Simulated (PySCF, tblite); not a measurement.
# C4H8OSi2: geometry, infrared bands and NMR shifts

Aim: predict the infrared bands and NMR shifts of C4H8OSi2 (`[SiH3][SiH2]c1ccco1`).

Programs: tblite 0.8.0 and PySCF 2.14.0, with density-fitted response routines of our own. Each step states its level of theory. These are calculated values for one molecule in the gas phase, unless marked as measured. Atoms are numbered from 0 throughout.

## Step 1: The starting structure

15 atoms, charge 0, multiplicity 1; geometry from: force field or distance geometry start.

Bonds of the start (Å): Si0–Si1 2.30, Si1–C2 1.84, C2–C3 1.40, C3–C4 1.40, C4–C5 1.38, C5–O6 1.36, O6–C2 1.39, Si0–H7 1.48, Si0–H8 1.49, Si0–H9 1.49, Si1–H10 1.50, Si1–H11 1.50, C3–H12 1.10, C4–H13 1.07, C5–H14 1.08.

## Step 2: Optimising the geometry with GFN2-xTB

The job: settings as JSON, then the geometry in Å.

```
{"job": {"kind": "relax", "xc": "GFN2-xTB", "basis": "xTB"}, "charge": 0, "multiplicity": 1}
Si     2.713800     0.297100    -0.538900
Si     1.162600    -0.859800     0.713400
C     -0.533800    -0.277600     0.288400
C     -1.552100     0.380300     0.983800
C     -2.640200     0.557500     0.114300
C     -2.253300     0.018300    -1.094600
O     -0.992800    -0.481800    -1.002600
H      2.542800     0.057600    -1.992300
H      4.094200    -0.115800    -0.171000
H      2.597700     1.764300    -0.287500
H      1.276900    -2.333800     0.487800
H      1.397800    -0.623800     2.177400
H     -1.506600     0.673500     2.041400
H     -3.586000     1.026300     0.314700
H     -2.725400    -0.074300    -2.056200
```

Started as:

```
$ OMP_NUM_THREADS=1 python probes_run.py task.json out
```

This one command runs all jobs of the session in turn.

**Question.** This job is followed by: GFN2-xTB harmonic vibrations, gas phase; GIAO PBE0/pcSseg-1 NMR shielding, non-relativistic, gas phase. What will the session give for the following? strongest single infrared mode (GFN2-xTB); zero-point energy (GFN2-xTB); 13C shifts against TMS (PBE0/pcSseg-1); 1H shifts against TMS (PBE0/pcSseg-1, means over atoms taken as alike); 29Si shifts against TMS (PBE0/pcSseg-1); 17O shifts against H2O (PBE0/pcSseg-1).

As calculated:

| quantity | value |
| --- | --- |
| strongest single infrared mode (GFN2-xTB) | 680 cm⁻¹, 700 km/mol |
| zero-point energy (GFN2-xTB) | 61.7 kcal/mol |
| 13C shifts against TMS (PBE0/pcSseg-1) | 154.6, 153.4, 129.9, 117.0 ppm |
| 1H shifts against TMS (PBE0/pcSseg-1, means over atoms taken as alike) | 7.90, 7.08, 6.68, 4.60, 3.49 ppm |
| 29Si shifts against TMS (PBE0/pcSseg-1) | -88.2, -118.2 ppm |
| 17O shifts against H2O (PBE0/pcSseg-1) | 323.4 ppm |

In words: The optimisation took 33 steps and gained 0.132 eV; among the close pairs (by a distance rule), Si1–H11 changed most, from 1.501 to 1.469 Å. No mode is imaginary among the 39: a minimum at this level. The strongest single mode, at 680 cm⁻¹, is carried by H10, H11, Si1. GFN2-xTB is a fitted tight-binding method: band positions and strengths are rough. Its intensities can rank the bands wrongly. At PBE0/pcSseg-1: Shielding is most anisotropic at O6 (span 388 ppm, paramagnetic term -385 ppm). NICS(1)zz of -28 ppm above the planar ring from C2 marks a diatropic (aromatic) ring current.
